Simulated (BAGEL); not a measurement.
# AlH3S2O (SMILES [OH][Al]([SH])[SH]) at HF/STO-3G (density fitting with qzvpp-jkfit)

What is the energy change on altering one bond length of AlH3S2O at HF/STO-3G (density fitting with qzvpp-jkfit)? 

The results are computed with BAGEL 1.2.2.

**1. The system as given**

The species is AlH3S2O (7 atoms), meant as a singlet with charge 0. SMILES: `[OH][Al]([SH])[SH]`. The coordinates come from a PBE0-D4/def2-TZVP relaxation. This is one conformer, not always the lowest.

Bond lengths: O1–Al2 1.685 Å, Al2–S3 2.173 Å, Al2–S4 2.182 Å, O1–H5 0.955 Å, S3–H6 1.344 Å, S4–H7 1.343 Å. Angles: O1–Al2–S3 115.7°, O1–Al2–S4 120.2°, S3–Al2–S4 124.1°, Al2–O1–H5 125.4°, Al2–S3–H6 93.2°, Al2–S4–H7 93.9°.

**2. A single-point energy at HF/STO-3G (density fitting with qzvpp-jkfit)**

Input file input.json:

```json
{ "bagel": [

{
  "title": "molecule",
  "basis": "sto-3g",
  "df_basis": "qzvpp-jkfit",
  "angstrom": "true",
  "geometry": [
    { "atom": "O", "xyz": [      -1.985100,       0.181200,       0.466200 ] },
    { "atom": "Al", "xyz": [      -0.338900,       0.027200,       0.141900 ] },
    { "atom": "S", "xyz": [       0.965600,       0.014800,       1.879700 ] },
    { "atom": "S", "xyz": [       0.363100,      -0.144100,      -1.916700 ] },
    { "atom": "H", "xyz": [      -2.678100,       0.202700,      -0.190400 ] },
    { "atom": "H", "xyz": [       2.078300,      -0.118200,       1.138300 ] },
    { "atom": "H", "xyz": [       1.656500,      -0.231700,      -1.564700 ] }
  ]
},

{ "title": "hf" },

{ "title": "print", "file": "orbitals.molden", "orbitals": "true" }

]}
```

Launch:

```console
BAGEL_NUM_THREADS=1 BAGEL input.json > input.out
```

Standard output:

```text
* using 1 threads per process

  ===============================================================
  ===============================================================

  *** Geometry ***

  { "atom" : "O", "xyz" : [     -3.751295,      0.342418,      0.880990 ] },
  { "atom" : "Al", "xyz" : [     -0.640428,      0.051401,      0.268152 ] },
  { "atom" : "S", "xyz" : [      1.824720,      0.027968,      3.552118 ] },
  { "atom" : "S", "xyz" : [      0.686160,     -0.272310,     -3.622038 ] },
  { "atom" : "H", "xyz" : [     -5.060876,      0.383047,     -0.359804 ] },
  { "atom" : "H", "xyz" : [      3.927418,     -0.223366,      2.151075 ] },
  { "atom" : "H", "xyz" : [      3.130331,     -0.437850,     -2.956854 ] },

  Number of auxiliary basis functions:      515

  Since a DF basis is specified, we compute 2- and 3-index integrals:
    o Being stored without compression. Storage requirement is 0.005 GB

  Number of basis functions:       35
  Number of electrons      :       56

    * METHOD: MOLECULE                             0.20

  *** RHF ***

  === Nuclear Repulsion ===
   246.6829191007

      * DIIS with orbital gradients will be used.

  === RHF iteration (sto-3g) ===
      0      -1100.93979007          0.01595190           0.03
      1      -1101.05178039          0.00434513           0.03
      2      -1101.05932126          0.00065313           0.03
      3      -1101.05957159          0.00010576           0.03
      4      -1101.05957999          0.00001909           0.03
      5      -1101.05958027          0.00000503           0.03
      6      -1101.05958029          0.00000076           0.03
      7      -1101.05958029          0.00000016           0.03
      8      -1101.05958029          0.00000004           0.03
      9      -1101.05958029          0.00000001           0.03
     10      -1101.05958029          0.00000000           0.03
    * SCF iteration converged.

    * Permanent dipole moment:
           (   -0.038817,     0.025887,     0.415569) a.u.

    * METHOD: HF                                   0.45

    * METHOD: PRINT                                0.00

  ===============================================================
```

Run time: 0.81 s. Hardware: 1 thread of Arm Neoverse V1, shared host; peak memory 0.083 GiB.

**3. The distorted shape**

Input file input.json:

```json
{ "bagel": [

{
  "title": "molecule",
  "basis": "sto-3g",
  "df_basis": "qzvpp-jkfit",
  "angstrom": "true",
  "geometry": [
    { "atom": "O", "xyz": [   -2.179112,    0.194340,    0.413399 ] },
    { "atom": "Al", "xyz": [   -0.532912,    0.040340,    0.089099 ] },
    { "atom": "S", "xyz": [    0.771588,    0.027940,    1.826899 ] },
    { "atom": "S", "xyz": [    0.169088,   -0.130960,   -1.969501 ] },
    { "atom": "H", "xyz": [   -2.872112,    0.215840,   -0.243201 ] },
    { "atom": "H", "xyz": [    1.884288,   -0.105060,    1.085499 ] },
    { "atom": "H", "xyz": [    1.656500,   -0.231700,   -1.564700 ] }
  ]
},
{
  "title": "hf"
},
{
  "title": "print",
  "file": "orbitals.molden",
  "orbitals": "true"
}

]}
```

Launch:

```console
BAGEL_NUM_THREADS=1 BAGEL input.json > input.out
```

Standard output:

```text
* using 1 threads per process

  ===============================================================
  ===============================================================

  *** Geometry ***

  { "atom" : "O", "xyz" : [     -4.117925,      0.367249,      0.781211 ] },
  { "atom" : "Al", "xyz" : [     -1.007058,      0.076232,      0.168373 ] },
  { "atom" : "S", "xyz" : [      1.458090,      0.052799,      3.452339 ] },
  { "atom" : "S", "xyz" : [      0.319530,     -0.247479,     -3.721817 ] },
  { "atom" : "H", "xyz" : [     -5.427505,      0.407878,     -0.459583 ] },
  { "atom" : "H", "xyz" : [      3.560788,     -0.198535,      2.051296 ] },
  { "atom" : "H", "xyz" : [      3.130331,     -0.437850,     -2.956854 ] },

  Number of auxiliary basis functions:      515

  Since a DF basis is specified, we compute 2- and 3-index integrals:
    o Being stored without compression. Storage requirement is 0.005 GB

  Number of basis functions:       35
  Number of electrons      :       56

    * METHOD: MOLECULE                             0.21

  *** RHF ***

  === Nuclear Repulsion ===
   245.7202038728

      * DIIS with orbital gradients will be used.

  === RHF iteration (sto-3g) ===
      0      -1100.91340384          0.01614463           0.03
      1      -1101.02721281          0.00437983           0.03
      2      -1101.03493727          0.00064157           0.03
      3      -1101.03518386          0.00010842           0.03
      4      -1101.03519271          0.00002215           0.03
      5      -1101.03519312          0.00000664           0.03
      6      -1101.03519317          0.00000104           0.03
      7      -1101.03519317          0.00000023           0.03
      8      -1101.03519317          0.00000005           0.03
      9      -1101.03519317          0.00000001           0.03
     10      -1101.03519317          0.00000000           0.03
    * SCF iteration converged.

    * Permanent dipole moment:
           (    0.037235,     0.020971,     0.440544) a.u.

    * METHOD: HF                                   0.47

    * METHOD: PRINT                                0.00

  ===============================================================
```

Wall time 0.83 s (1 thread of Arm Neoverse V1, shared host); peak memory 0.083 GiB.

**4. Results**

At HF/STO-3G (density fitting with qzvpp-jkfit):

| quantity | value |
| --- | --- |
| first shape: total energy | -1101.05958 Eh |
| first shape: dipole moment | 1.06 D |
| first shape: HOMO energy | -6.84 eV |
| first shape: LUMO energy | 9.12 eV |
| first shape: HOMO–LUMO gap | 15.96 eV |
| distorted shape: total energy | -1101.03519 Eh |
| distorted shape: dipole moment | 1.13 D |
| distorted shape: HOMO energy | -6.81 eV |
| distorted shape: LUMO energy | 9.13 eV |
| distorted shape: HOMO–LUMO gap | 15.94 eV |
| energy change with the S4–H7 bond stretched from 1.343 to 1.545 Å | 0.664 eV |

In words: With the S4–H7 bond stretched from 1.343 to 1.545 Å the energy rises by 0.66 eV (64.0 kJ/mol). The first shape isn't relaxed at this level, so the change isn't measured from a minimum. The minimal basis adds a large error of its own.
